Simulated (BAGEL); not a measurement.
# B2ClHO (SMILES ClB1BO1) at HF/def2-SVP (density fitting with tzvpp-jkfit, max step 0.5)

Wanted: a structure relaxation of B2ClHO. 

The calculation is run with BAGEL 1.2.2.

### Step 1. Starting point

B2ClHO has 5 atoms, charge 0, and is taken as a singlet. SMILES: `ClB1BO1`. Geometry: a rough force-field guess. The run starts from this shape.

Bond lengths: Cl1–B2 1.783 Å, B2–B3 1.683 Å, B2–O4 1.505 Å, B3–O4 1.416 Å, B3–H5 1.186 Å. Angles: Cl1–B2–B3 140.4°, Cl1–B2–O4 151.4°, B3–B2–O4 52.4°, B2–B3–O4 57.3°, B2–O4–B3 70.3°, B2–B3–H5 137.9°, O4–B3–H5 150.0°.

### Step 2. A geometry optimisation at HF/def2-SVP (density fitting with tzvpp-jkfit, max step 0.5)

Input file hf.json:

```json
{ "bagel" : [

{
  "title" : "molecule",
  "basis" : "svp",
  "df_basis" : "tzvpp-jkfit",
  "angstrom" : "true",
  "geometry" : [
    { "atom" : "Cl", "xyz" : [   -2.318800,   -0.150400,    0.093800 ] },
    { "atom" : "B", "xyz" : [   -0.574600,   -0.456400,    0.299300 ] },
    { "atom" : "B", "xyz" : [    0.911400,    0.293300,    0.049200 ] },
    { "atom" : "O", "xyz" : [    0.715800,   -1.096100,   -0.138300 ] },
    { "atom" : "H", "xyz" : [    1.316100,    1.335800,   -0.345500 ] }
  ]
},
{
  "title" : "optimize",
  "internal" : "false",
  "maxstep" : 0.5,
  "maxiter" : 40,
  "method" : [
    {
      "title" : "hf"
    }
  ]
}

]}
```

The run is started by

```sh
$ BAGEL_NUM_THREADS=1 BAGEL hf.json > hf.out
```

Q: Predict the results. Wanted: total energy at the end.

Computed results:

At HF/def2-SVP (density fitting with tzvpp-jkfit, max step 0.5):

| quantity | value |
| --- | --- |
| total energy at the end | -584.12844 Eh |

At the final geometry: Bond lengths: Cl1–B2 1.736 Å, B2–B3 1.574 Å, B2–O4 1.354 Å, B3–O4 1.368 Å, B3–H5 1.185 Å. Angles: Cl1–B2–B3 174.5°, Cl1–B2–O4 130.4°, B3–B2–O4 55.1°, B2–B3–O4 54.2°, B2–O4–B3 70.7°, B2–B3–H5 174.8°, O4–B3–H5 130.9°. The optimisation took 29 steps and changed the energy by -2.025 eV.
